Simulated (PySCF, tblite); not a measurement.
# C7H14Si: geometry, infrared bands and NMR shifts

Wanted: the infrared bands and NMR shifts of C7H14Si (`C=CC[C@H]1CC[SiH2]C1`), by calculation.

The runs use tblite 0.8.0 and PySCF 2.14.0, with density-fitted response routines of our own; the level of theory stands in each step. All values are computed, except where a source is named. Atoms are numbered from 0 throughout.

## 1. The molecule as given

22 atoms, charge 0, multiplicity 1; geometry from: force field or distance geometry start.

Bonds of the start (Å): C0–C1 1.34, C1–C2 1.50, C2–C3 1.55, C3–C4 1.56, C4–C5 1.55, C5–Si6 1.91, Si6–C7 1.92, C7–C3 1.54, C0–H8 1.08, C0–H9 1.09, C1–H10 1.09, C2–H11 1.09, C2–H12 1.10, C3–H13 1.11, C4–H14 1.08, C4–H15 1.10, C5–H16 1.09, C5–H17 1.09, Si6–H18 1.49, Si6–H19 1.48, C7–H20 1.09, C7–H21 1.10.

## 2. Relaxing the molecule with GFN2-xTB

The job: settings as JSON, then the geometry in Å.

```
{"job": {"kind": "relax", "xc": "GFN2-xTB", "basis": "xTB"}, "charge": 0, "multiplicity": 1}
C      3.173600    -0.063600    -1.251000
C      2.283800    -0.815000    -0.589700
C      1.476000    -0.336700     0.583500
C     -0.042700    -0.415900     0.301100
C     -0.859700    -0.012400     1.565900
C     -2.354400     0.018100     1.165400
Si    -2.385600     0.732900    -0.610300
C     -0.493300     0.498600    -0.853200
H      3.739500    -0.473800    -2.077400
H      3.329300     0.979000    -0.987900
H      2.155000    -1.860800    -0.875800
H      1.734300     0.694900     0.842000
H      1.710900    -0.948000     1.462900
H     -0.294900    -1.465400     0.061000
H     -0.699100    -0.698300     2.390800
H     -0.546200     0.985300     1.913700
H     -2.755100    -0.994400     1.153300
H     -2.937300     0.619800     1.863400
H     -2.755300     2.171200    -0.619800
H     -3.180600    -0.128700    -1.509000
H     -0.020800     1.482300    -0.795200
H     -0.288000     0.050100    -1.832000
```

Started as:

```bash
$ OMP_NUM_THREADS=1 python probes_run.py task.json out
```

The driver reads the jobs from task.json and runs them one after another.

**Question.** This job is followed by: GFN2-xTB harmonic vibrations, gas phase; GIAO PBE0/pcSseg-1 NMR shielding, non-relativistic, gas phase. Predict these results of the whole session: strongest single infrared mode (GFN2-xTB); zero-point energy (GFN2-xTB); ¹³C shifts against TMS (PBE0/pcSseg-1); ¹H shifts against TMS (PBE0/pcSseg-1); ²⁹Si shifts against TMS (PBE0/pcSseg-1).

The runs gave:

```
                                 quantity                                                                                   value
strongest single infrared mode (GFN2-xTB)                                                                   2236 cm⁻¹, 483 km/mol
             zero-point energy (GFN2-xTB)                                                                          117.2 kcal/mol
   ¹³C shifts against TMS (PBE0/pcSseg-1)                                          148.8, 121.6, 49.0, 45.4, 39.2, 17.0, 10.7 ppm
    ¹H shifts against TMS (PBE0/pcSseg-1)  6.12, 5.41, 5.29, 4.23, 4.22, 2.76, 2.05, 1.58, 1.38, 1.17, 1.08, 0.96, 0.90, 0.08 ppm
  ²⁹Si shifts against TMS (PBE0/pcSseg-1)                                                                               -31.2 ppm
```

Over 41 steps the energy fell by 0.105 eV; of the close pairs, C3–C4 changed most, 1.559 to 1.530 Å. All 60 modes are real, so the xTB geometry is a minimum. The strongest single mode, at 2236 cm⁻¹, moves mainly H18. GFN2-xTB is a fitted tight-binding method: band positions and strengths are rough. Its intensities can rank the bands wrongly. The most deshielded carbon is C1 (alkene CH), at 148.8 ppm: an sp2 carbon of a C=C bond. H10 (hydrogen on an alkene CH) lies farthest downfield among hydrogen, at 6.12 ppm; a vinylic proton, deshielded by the sp2 carbon and the C=C anisotropy. At PBE0/pcSseg-1: The largest span, 240 ppm, is at C1, where the paramagnetic term is -218 ppm.
